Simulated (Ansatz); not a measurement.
**CH9NO2Si2: a ladder of functionals and wavefunction methods**

The task here is to estimate one member of a computed series from the others.

Computed with Ansatz 0.2.0, Gaussian basis. Level: functionals in def2-TZVPP, the program's frozen cores in correlated methods.

Plan: PBE-D4, r2SCAN-D4, PBE0-D4, B3LYP-D4, ωB97X-V, ωB97M-V, B2PLYP; CCSD(T)/def2-TZVPP; MP2/def2-QZVPP; extrapolation to the limit.

## The geometry

An earlier PBE0-D4 in a triple-zeta def2 set relaxation fixed the geometry.

SMILES `C[SiH2]N[SiH](O)O`, 15 atoms, charge 0, spin multiplicity 1.

Atoms are counted from 1 here; the program's logs count them from 0.

Bond lengths: C1–Si2 1.866 Å, C1–H7 1.093 Å, C1–H8 1.093 Å, C1–H9 1.093 Å, Si2–N3 1.732 Å, Si2–H10 1.486 Å, Si2–H11 1.491 Å, N3–Si4 1.706 Å, N3–H12 1.013 Å, Si4–O5 1.647 Å, Si4–O6 1.637 Å, Si4–H13 1.481 Å, O5–H14 0.958 Å, O6–H15 0.959 Å. Angles: Si2–C1–H7 111.0°, Si2–C1–H8 110.5°, Si2–C1–H9 111.1°, H7–C1–H8 107.7°, H7–C1–H9 108.1°, H8–C1–H9 108.3°, C1–Si2–N3 112.0°, C1–Si2–H10 110.5°, C1–Si2–H11 108.3°, N3–Si2–H10 106.6°, N3–Si2–H11 110.6°, H10–Si2–H11 108.8°, Si2–N3–Si4 129.7°, Si2–N3–H12 115.3°, Si4–N3–H12 114.5°, N3–Si4–O5 113.9°, N3–Si4–O6 109.6°, N3–Si4–H13 106.5° and more.

The first run:

The input, in.yaml:

```yaml
crystal:
  periodic: [false, false, false]
  atoms:
    - {symbol: C, position_ang: [-0.573818, 2.341774, -1.062984]}
    - {symbol: Si, position_ang: [-0.446691, 1.298667, 0.479340]}
    - {symbol: N, position_ang: [-0.480697, -0.395523, 0.120975]}
    - {symbol: Si, position_ang: [0.642815, -1.615947, 0.520052]}
    - {symbol: O, position_ang: [1.167187, -2.489748, -0.773553]}
    - {symbol: O, position_ang: [-0.075021, -2.731170, 1.478921]}
    - {symbol: H, position_ang: [-1.502164, 2.134243, -1.601895]}
    - {symbol: H, position_ang: [-0.568068, 3.405108, -0.808077]}
    - {symbol: H, position_ang: [0.261691, 2.147187, -1.739463]}
    - {symbol: H, position_ang: [0.838236, 1.558872, 1.178547]}
    - {symbol: H, position_ang: [-1.571212, 1.666808, 1.385933]}
    - {symbol: H, position_ang: [-1.343994, -0.735422, -0.285026]}
    - {symbol: H, position_ang: [1.780152, -0.938874, 1.184391]}
    - {symbol: H, position_ang: [1.626352, -2.015654, -1.467489]}
    - {symbol: H, position_ang: [0.245231, -3.630320, 1.390327]}
basis:
  gaussian: {orbitals: def2-TZVPP}
hamiltonian: {xc: pbe, dispersion: d4}
output: {forces: true, orbitals: {seedname: orbitals}}
```

Run with:

```bash
> ansatz run in.yaml --threads 2 --pin off --events-out ev --progress --plain --max-ram 32768MiB --backend cuda --devices 0, --max-vram 18GiB
```

Among the steps run: PBE-D4 (GGA); r2SCAN-D4 (meta-GGA); PBE0-D4 (hybrid); B3LYP-D4 (hybrid); ωB97X-V (range-separated); ωB97M-V (range-separated); B2PLYP (double hybrid); CCSD(T) in def2-TZVPP; MP2 in def2-QZVPP.

One of the session's tables, all rows but one given; the rest of the session is left out.

```
            method  atomisation energy (kcal/mol)
            PBE-D4                         1342.5
         r2SCAN-D4                         1333.4
           PBE0-D4                              ?
          B3LYP-D4                         1333.4
           ωB97X-V                         1340.6
           ωB97M-V                         1340.6
            B2PLYP                         1320.4
     HF/def2-TZVPP                          970.4
    MP2/def2-TZVPP                         1320.6
   CCSD/def2-TZVPP                         1284.5
CCSD(T)/def2-TZVPP                         1301.5
           MP2/CBS                         1360.1
       CCSD(T)/CBS                         1341.0
```

**Question.** Estimate the row for PBE0-D4.

As computed: atomisation energy (kcal/mol): 1322.9. In the column «atomisation energy (kcal/mol)» it lies between MP2/def2-TZVPP (1320.6) and r2SCAN-D4 (1333.4).
